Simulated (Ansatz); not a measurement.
**BaB3Pt: a short molecular-dynamics run**

What does BaB3Pt do over 20 steps of 1 fs under a Nosé-Hoover thermostat at 600 K? The cell is an element-swapped structure of 5 atoms, taken as it stands, without a relaxation.

Program: Ansatz 0.2.0. Level of theory: DFT PBE, plane waves, PAW, scalar-relativistic, collinear spin. These are calculated values, not measurements.

### Step 1. The structure to begin with

The cell holds 5 atoms (B3BaPt): a = 4.008 Å, b = 4.008 Å, c = 5.313 Å, α = 67.84°, β = 67.84°, γ = 90.00°.

As a file:

```
CELL_PARAMETERS angstrom
0.00000 4.00804 0.00000
4.00804 0.00000 0.00000
2.00402 2.00402 -4.49412
ATOMIC_POSITIONS crystal
Ba 0.00000 0.00000 0.00000
Pt 0.64790 0.64790 0.70420
B 0.40040 0.40040 0.19920
B 0.75370 0.25370 0.49260
B 0.25370 0.75370 0.49260
```

### Step 2. Dynamics

Contents of input.yaml:

```yaml
crystal:
  lattice:
    - [0.0, 4.008041, -2.2e-07]
    - [4.008041, 0.0, -2.2e-07]
    - [2.00402025, 2.00402025, -4.49411522]
  atoms:
    - { symbol: Ba, position: [0.0, 0.0, 0.0], spin: 0.2 }
    - { symbol: Pt, position: [0.6479, 0.6479, 0.7042], spin: 0.2 }
    - { symbol: B, position: [0.4004, 0.4004, 0.1992], spin: 0.2 }
    - { symbol: B, position: [0.7537, 0.2537, 0.4926], spin: 0.2 }
    - { symbol: B, position: [0.2537, 0.7537, 0.4926], spin: 0.2 }
kpoints:
  mp_grid: { grid: [4, 4, 3] }
magnetization:
  spin_polarized: true
scf:
  occupations: { method: fermi_dirac, width: 0.05 }
hamiltonian:
  pseudopotentials: { kind: paw }
  xc: pbe
basis:
  ecutwfc: 420
md:
  timestep: 1.0
  n_steps: 20
  ensemble: nvt_nose_hoover
  temperature: 600.0
  initial_velocities: maxwell_boltzmann
  seed: 784426
```

Launch:

```console
ansatz run input.yaml --threads 2 --pin off --max-ram 2560MiB --backend cpu --events-out ev --progress --plain --runs-dir out
```

Before running it: what results should come out? Wanted: temperature, first and last step; temperature, second half; potential energy, second half; largest change of the conserved energy; mean square displacement, second half.

As calculated:

```
                              quantity                           value
                                length                20 steps of 1 fs
      temperature, first and last step                  600 and 1058 K
              temperature, second half  mean 758 K, from 551 to 1058 K
         potential energy, second half     -16 meV/atom from the start
largest change of the conserved energy                   0.05 meV/atom
 mean square displacement, second half  B 0.031, Ba 0.001, Pt 0.000 Å²
```

Against a set 600 K the second half averages 758 K, going from 551 to 1058 K over that half; the potential energy of that half lies 16 meV/atom under the start, and the run is not yet in equilibrium. The conserved energy strays from its start by at most 0.05 meV/atom, under 0.1 % of the mean kinetic energy, so a step of 1 fs is short enough over this time. The farthest move is 0.28 Å, and the mean nearest distance 2.2 Å: no atom has changed site so far. Settings off the usual here: magnetization. Averages from a run of 20 fs with 5 atoms are rough. The k-mesh is coarse.
